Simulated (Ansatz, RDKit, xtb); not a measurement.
**CH8ClFSi3: which of the isomers drawn lies lowest?**

A sample of isomers of CH8ClFSi3 is drawn. Aim: find which of them has the lowest free energy at 298.15 K, then its properties. The sample is small against all isomers, and the most stable one of this formula need not be in it.

The funnel: GFN2-xTB relaxations, single points with a density functional, relaxations at PBE-D3(BJ)/def2-SVP, harmonic vibrations (at GFN2-xTB), and a last energy at a higher level. All values are calculated.

**1. Drawing up candidates**

Isomers were taken from a list of plausible structures; this is a sample, not all of them. That gives 8 candidates.

| label | SMILES | spin |
| --- | --- | --- |
| c068 | F[Si@@H]([SiH3])[SiH2]CCl | singlet |
| c090 | F[SiH2]C([SiH3])([SiH3])Cl | singlet |
| c136 | F[Si@@H](Cl)[SiH2]C[SiH3] | singlet |
| c214 | FC[Si]([SiH3])([SiH3])Cl | singlet |
| c341 | F[Si@@H](CCl)[SiH2][SiH3] | singlet |
| c425 | C[Si@@H](F)[SiH2][SiH2]Cl | singlet |
| c895 | F[C@]([SiH3])(Cl)[SiH2][SiH3] | singlet |
| c967 | FC([SiH3])([SiH3])[SiH2]Cl | singlet |

Candidates are built by distance geometry, with a force field where one applies, in up to four conformers (letters a to d).

**Question.** With final energies at CCSD(T)/def2-SVP + MP2/def2-TZVPP - MP2/def2-SVP, which structure will this search put lowest in free energy, and by what margin?

| quantity | value |
| --- | --- |
| lowest structure found | F[Si@@H](Cl)[SiH2]C[SiH3], singlet |
| next finalist | C[Si@@H](F)[SiH2][SiH2]Cl, singlet, 1.5 kcal/mol higher in G |
| share at equilibrium, among the finalists | 93.1 % |

The search ends on `F[Si@@H](Cl)[SiH2]C[SiH3]`. The margin, 1.5 kcal/mol, is modest. GFN2-xTB and MP2/def2-SVP already put its bonding pattern lowest among the structures in one piece; HF/STO-3G favours the singlet C[Si@@H](F)[SiH2][SiH2]Cl (c425d, not a finalist); r2SCAN-D4/def2-SVP, PBE-D3(BJ)/def2-SVP and HF/def2-SVP favour the singlet C[Si@@H](F)[SiH2][SiH2]Cl. 4 minima inside the window were never screened. The search is not exhaustive (a finite list of starts, one conformer a finalist), so a lower isomer can't be ruled out. Only 8 drawn patterns were tried, so whole families of isomers are missing, and the result ranks this sample alone. The lowest isomer need not be the one that is made and kept in a bottle, which depends on barriers.
